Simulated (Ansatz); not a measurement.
# GeH4N with multiplicity 2: two geometries relaxed

Are the two ends of the inversion of the pyramid at N1 separate minima, and which lies lower? Each is relaxed from a guess. SMILES of the start: [NH2][GeH2].

Program: Ansatz 0.2.0. Level of theory: UKS PBE-D4/def2-TZVP. These are calculated values, not measurements.

### Step 1. Starting point

Bond lengths: N1–Ge2 1.912 Å, N1–H3 0.962 Å, N1–H4 1.010 Å, Ge2–H5 1.565 Å, Ge2–H6 1.560 Å. Angles: N1–Ge2–H5 109.0°, N1–Ge2–H6 108.8°, H5–Ge2–H6 109.2°, Ge2–N1–H3 106.1°, Ge2–N1–H4 104.2°, H3–N1–H4 109.2°.

As a file:

```xyz
6

N    -0.2268   -1.0858   -0.0471
Ge   -0.4526    0.8120   -0.0976
H     0.6996   -1.2501   -0.2487
H    -0.4050   -1.3308    0.9167
H    -0.0726    1.3318   -1.5243
H     0.4994    1.4589    0.9548
```

### Step 2. Relaxing end A

input.yaml reads:

```yaml
crystal:
  periodic: [false, false, false]
  atoms:
    - { symbol: "N", position_ang: [-0.2268, -1.0858, -0.0471] }
    - { symbol: Ge, position_ang: [-0.4526, 0.812, -0.0976] }
    - { symbol: H, position_ang: [0.6996, -1.2501, -0.2487] }
    - { symbol: H, position_ang: [-0.405, -1.3308, 0.9167] }
    - { symbol: H, position_ang: [-0.0726, 1.3318, -1.5243] }
    - { symbol: H, position_ang: [0.4994, 1.4589, 0.9548] }
magnetization:
  spin_polarized: true
  initial_magnetization: 1
basis:
  gaussian: { orbitals: def2-TZVP }
hamiltonian:
  xc: pbe
  dispersion: d4
relax:
  f_tol: 0.015
  max_steps: 40
```

Command:

```
$ ansatz run input.yaml --threads 2 --pin off --max-ram 3072MiB --backend cpu --events-out ev --progress --plain --runs-dir out
```

The log of the run, shortened:

```text
Warning: RAYON_NUM_THREADS=2 ignored (pool sized by the plan → 2); use --threads N
[...]
Functional definition: PBE
[...]
689 factors; their error is unknown
[...]
mean field -58062.20942804 eV, -2133.7468405015 hartree, gradient 4.3e-5 eV, S^2 0.751515; 0 other end points of the search recorded, 0 dependent functions left out
[...]
reference -58062.20945955 eV, -2133.7468416593 hartree; 22, 21 occupied and 81, 82 virtual orbitals, 689 factors
relax step   1: F+E_penalty+E_count = -58062.28416728 eV  Δ(F+E_penalty+E_count) = +0.000e0 eV  max|allowed force component| = 3.061e0 eV/Å  Δτ_max = 0.0000 Å  (28 SCF iters, accepted)
[...]
relax step   4: F+E_penalty+E_count = -58062.47881392 eV  Δ(F+E_penalty+E_count) = -3.832e-2 eV  max|allowed force component| = 5.576e-1 eV/Å  Δτ_max = 0.0982 Å  (30 SCF iters, accepted)
[...]
relax step   7: F+E_penalty+E_count = -58062.57904356 eV  Δ(F+E_penalty+E_count) = -4.476e-2 eV  max|allowed force component| = 5.193e-1 eV/Å  Δτ_max = 0.2000 Å  (36 SCF iters, accepted)
[...]
relax step  10: F+E_penalty+E_count = -58062.66337435 eV  Δ(F+E_penalty+E_count) = +6.414e-4 eV  max|allowed force component| = 1.039e0 eV/Å  Δτ_max = 0.0881 Å  (31 SCF iters, rejected (line search))
[...]
relax step  11: F+E_penalty+E_count = -58062.67822228 eV  Δ(F+E_penalty+E_count) = -1.421e-2 eV  max|allowed force component| = 8.058e-2 eV/Å  Δτ_max = 0.0441 Å  (31 SCF iters, accepted)
[...]
relax step  12: F+E_penalty+E_count = -58062.68045436 eV  Δ(F+E_penalty+E_count) = -2.232e-3 eV  max|allowed force component| = 9.550e-3 eV/Å  Δτ_max = 0.0341 Å  (32 SCF iters, accepted)
689 factors; their error is unknown
mean field -58062.60574138 eV, -2133.7614047481 hartree, gradient 3.7e-5 eV, S^2 0.751709; 1 other end points of the search recorded, 0 dependent functions left out
[...]
reference -58062.60577302 eV, -2133.7614059106 hartree; 22, 21 occupied and 81, 82 virtual orbitals, 689 factors
Total energy: -58062.68048599 eV, -2133.7641515617 hartree
Atom 0 at     0.199934    -0.909203     0.129793 Å, force    -0.001558     0.001086    -0.004572 eV/Å
Atom 1 at    -0.449064     0.818015    -0.156953 Å, force    -0.007134     0.000185     0.001122 eV/Å
Atom 2 at     0.028173    -1.569659    -0.628373 Å, force     0.002108     0.004582     0.002299 eV/Å
Atom 3 at    -0.084065    -1.337373     1.010968 Å, force     0.001312     0.001378    -0.002344 eV/Å
Atom 4 at     0.264651     1.294500    -1.467503 Å, force     0.002237    -0.006362     0.009550 eV/Å
Atom 5 at     0.082371     1.639721     1.065870 Å, force     0.003036    -0.000870    -0.006055 eV/Å
Dipole moment:    -0.143630    -0.264693     0.026897 e Å
```

Run time: 17 s. Hardware: 2 threads of Intel Xeon Platinum 8488C (Sapphire Rapids), shared host; peak memory 0.19 GiB.

The steps of the relaxation:

```tsv
step	energy from step 1 (eV)	largest force component (eV/Å)
1	0.0000	3.0606
2	-0.1563	0.7215
3x	-0.1412	1.4971
4	-0.1946	0.5576
5	-0.2168	0.5119
6	-0.2501	0.3857
7	-0.2949	0.5193
8	-0.3740	0.7498
9	-0.3798	0.2129
10x	-0.3792	1.0387
11	-0.3941	0.0806
12	-0.3963	0.0095
```

Step 1 is the start. 2 steps were tried and not accepted (marked x).

After: Bond lengths: N1–Ge2 1.867 Å, N1–H3 1.020 Å, N1–H4 1.020 Å, Ge2–H5 1.567 Å, Ge2–H6 1.566 Å. Angles: N1–Ge2–H5 104.6°, N1–Ge2–H6 104.3°, H5–Ge2–H6 109.8°, Ge2–N1–H3 115.2°, Ge2–N1–H4 115.1°, H3–N1–H4 108.9°.

### Step 3. End point B

The second end starts from a geometry with the move made by hand.

input.yaml, as its differences from that of step 2:

```diff
@@ -5,4 +5,4 @@
     - { symbol: Ge, position_ang: [-0.4526, 0.812, -0.0976] }
-    - { symbol: H, position_ang: [0.6996, -1.2501, -0.2487] }
-    - { symbol: H, position_ang: [-0.405, -1.3308, 0.9167] }
+    - { symbol: H, position_ang: [0.08132, -1.34158, -0.92202] }
+    - { symbol: H, position_ang: [-1.16153, -1.44273, 0.09282] }
     - { symbol: H, position_ang: [-0.0726, 1.3318, -1.5243] }
```

Command:

```
$ ansatz run input.yaml --threads 2 --pin off --max-ram 3072MiB --backend cpu --events-out ev --progress --plain --runs-dir out
```

The log of the run, shortened:

```text
Warning: RAYON_NUM_THREADS=2 ignored (pool sized by the plan → 2); use --threads N
[...]
[... 1 set-up line as earlier in the session ...]
[...]
689 factors; their error is unknown
[...]
mean field -58062.26973191 eV, -2133.7490566277 hartree, gradient 7.0e-5 eV, S^2 0.751492; 0 other end points of the search recorded, 0 dependent functions left out
[...]
reference -58062.26976356 eV, -2133.7490577907 hartree; 22, 21 occupied and 81, 82 virtual orbitals, 689 factors
relax step   1: F+E_penalty+E_count = -58062.34398992 eV  Δ(F+E_penalty+E_count) = +0.000e0 eV  max|allowed force component| = 2.809e0 eV/Å  Δτ_max = 0.0000 Å  (28 SCF iters, accepted)
[...]
relax step   7: F+E_penalty+E_count = -58062.67988595 eV  Δ(F+E_penalty+E_count) = -3.608e-3 eV  max|allowed force component| = 2.876e-2 eV/Å  Δτ_max = 0.0482 Å  (31 SCF iters, accepted)
[...]
relax step   8: F+E_penalty+E_count = -58062.68047318 eV  Δ(F+E_penalty+E_count) = -5.872e-4 eV  max|allowed force component| = 7.165e-3 eV/Å  Δτ_max = 0.0284 Å  (31 SCF iters, accepted)
689 factors; their error is unknown
mean field -58062.60574780 eV, -2133.7614049840 hartree, gradient 3.7e-5 eV, S^2 0.751713; 1 other end points of the search recorded, 0 dependent functions left out
[...]
reference -58062.60577944 eV, -2133.7614061468 hartree; 22, 21 occupied and 81, 82 virtual orbitals, 689 factors
Total energy: -58062.68050482 eV, -2133.7641522538 hartree
Atom 0 at    -0.218446    -0.972858    -0.263867 Å, force    -0.004084     0.007164    -0.003520 eV/Å
Atom 1 at    -0.498625     0.873225    -0.272651 Å, force     0.000704    -0.005217     0.002057 eV/Å
Atom 2 at    -0.476774    -1.452304    -1.126190 Å, force     0.001049    -0.006923    -0.001399 eV/Å
Atom 3 at    -0.628114    -1.471035     0.526129 Å, force    -0.000505    -0.001906     0.004218 eV/Å
Atom 4 at     0.357289     1.386439    -1.479034 Å, force     0.002140     0.005705    -0.002497 eV/Å
Atom 5 at     0.131859     1.369123     1.072213 Å, force     0.000696     0.001176     0.001142 eV/Å
Dipole moment:    -0.195315    -0.230404    -0.019858 e Å
```

Wall time 12 s (2 threads of Intel Xeon Platinum 8488C (Sapphire Rapids), shared host); peak memory 0.19 GiB.

Relaxation path:

```tsv
step	energy from step 1 (eV)	largest force component (eV/Å)
1	0.0000	2.8094
2	-0.1738	0.9528
3	-0.1744	0.7872
4	-0.2692	0.8888
5	-0.3323	0.0940
6x	-0.3316	0.1654
7	-0.3359	0.0288
8	-0.3365	0.0072
```

Step 1 is the start. 1 step was tried and not accepted (marked x).

After: Bond lengths: N1–Ge2 1.867 Å, N1–H3 1.020 Å, N1–H4 1.020 Å, Ge2–H5 1.566 Å, Ge2–H6 1.566 Å. Angles: N1–Ge2–H5 104.2°, N1–Ge2–H6 104.4°, H5–Ge2–H6 109.7°, Ge2–N1–H3 115.0°, Ge2–N1–H4 115.2°, H3–N1–H4 108.9°.

### Step 4. Results

| quantity | value |
| --- | --- |
| end A | 9 moves, 0.396 eV lower |
| end B | 6 moves, 0.336 eV lower |
| largest difference between the ends | 0.01 Å |
| end B relative to end A | -0.000 eV |

What this shows: Both starts fell into the same minimum (no atom differs by more than 0.01 Å), so from this start no second minimum was found and no band was run; another arrangement could still be one.
